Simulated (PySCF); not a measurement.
# KLi: bond curves at several levels of theory

The task here is to estimate one member of a computed series from the others.

Computed with PySCF 2.14.0. Level: K jorge-DZP-DKH, Li jorge-DZP-DKH, spin-free X2C with a Gaussian nucleus.

Set-up of the first run:

The job is set up so:

```yaml
atoms: K, Li
charge: 0
basis: K jorge-DZP-DKH, Li jorge-DZP-DKH
Hamiltonian: spin-free X2C with a Gaussian nucleus
basis_functions: 46
electrons_treated: 22
masses_in_u: 38.9637, 7.0160
levels: PBE0, PBE, r²SCAN, TPSS, revPBE, PBEsol, HSE06, HF, MP2, SCS-MP2, CCSD, CCSD(T)
grid: 80 radial by 434 angular points
occupations: held fixed by the projection of orbital angular momentum
dissociation_limit: K + Li, each in its ground configuration
starting_distance_in_angstrom: 3.230
values_of_2S_to_try: 0, 2
```

Launch:

```
OMP_NUM_THREADS=1 python dia.py task.json out
```

Among the steps run: Input; The PBE0 curve of the state that the search chose; Higher solutions at PBE0; PBE (GGA); r²SCAN (meta-GGA); TPSS; revPBE; PBEsol (GGA); HSE06 (range-separated hybrid); RHF; Adding correlation.

One table of the session follows, with a row left open; its other results are not shown here.

It belongs to the step «Constants by level of theory». 

| level | Re (Å) | ωe (cm⁻¹) | De (eV) |
| --- | --- | --- | --- |
| RHF | 3.510 | 198.3 | -0.019 |
| RHF-MP2 | 3.467 | 200.1 | 0.480 |
| RHF-SCS-MP2 | 3.466 | 199.9 | 0.57 |
| RHF-CCSD | ? | ? | ? |
| RHF-CCSD(T) | 3.431 | 201.2 | 0.76 |
| PBE | 3.388 | 197.2 | 0.68 |
| PBEsol | 3.379 | 197.8 | 0.69 |
| revPBE | 3.440 | 192.1 | 0.65 |
| TPSS | 3.448 | 192.9 | 0.78 |
| r²SCAN | 3.438 | 198.7 | 0.55 |
| PBE0 | 3.391 | 203.4 | 0.62 |
| HSE06 | 3.393 | 201.2 | 0.63 |

**Question.** Estimate the row for RHF-CCSD.

The run gave: Re (Å): 3.434; ωe (cm⁻¹): 201.5; De (eV): 0.75. In the column «Re (Å)» it lies between RHF-CCSD(T) (3.431) and r²SCAN (3.438).

De is counted to K + Li in their ground configurations.
